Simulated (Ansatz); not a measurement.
# Gd2NbO: the cost of one run

Computed with Ansatz 0.2.0 (DFT PBE, scalar-relativistic, plane waves, PAW, unless a step's input says otherwise).

### Step 1. The system as given

It takes space group P6/mmm (No. 191, hexagonal). Conventional cell: a = 4.702 Å, b = 4.702 Å, c = 4.349 Å, α = 90.00°, β = 90.00°, γ = 120.00°. Around Gd (site symmetry -6m2) lie 3 Nb at 2.71 Å and 3 Gd at 2.71 Å. Nb (site symmetry 6/mmm) has 2 O at 2.17 Å in its first shell of neighbours. O (site symmetry 6/mmm) has 2 Nb at 2.17 Å in its first shell of neighbours.

Structure file:

```
CELL_PARAMETERS angstrom
4.70205 0.00000 0.00000
-2.35102 4.07209 0.00000
0.00000 0.00000 4.34879
ATOMIC_POSITIONS crystal
Gd 0.33333 0.66667 0.00000
Gd 0.66667 0.33333 0.00000
Nb 0.00000 0.00000 0.00000
O 0.00000 0.00000 0.50000
```

The cell is invented: random cell by space group and Wyckoff sites (P6/mmm, No. 191). Lengths come from tabulated atomic sizes and are only a guess.

### Step 2. A first look at the guess

File input.yaml:

```yaml
crystal:
  lattice:
    - [4.70204555, 0.0, 0.0]
    - [-2.35102277, 4.0720909, 0.0]
    - [0.0, 0.0, 4.34878774]
  atoms:
    - { symbol: Gd, position: [0.33333333, 0.66666667, 0.0], spin: 7.0 }
    - { symbol: Gd, position: [0.66666667, 0.33333333, 0.0], spin: -7.0 }
    - { symbol: Nb, position: [0.0, 0.0, 0.0] }
    - { symbol: O, position: [0.0, 0.0, 0.5] }
basis:
  ecutwfc: 420
kpoints:
  mp_grid: { grid: [6, 6, 4] }
hamiltonian:
  xc: pbe
scf:
  occupations: { method: gaussian, width: 0.1 }
  lower_state_search: "off"
output:
  forces: true
  stress: true
  eigenvalues: true
  populations: true
magnetization:
  spin_polarized: true
```

Launch:

```bash
ansatz run input.yaml --threads 1 --pin off --max-ram 2560MiB --backend cpu --events-out ev --progress --plain --runs-dir out
```

What time and memory should one allow on 1 thread of Arm Neoverse V2, shared host?

About 30 s, with a peak of 0.41 GiB.
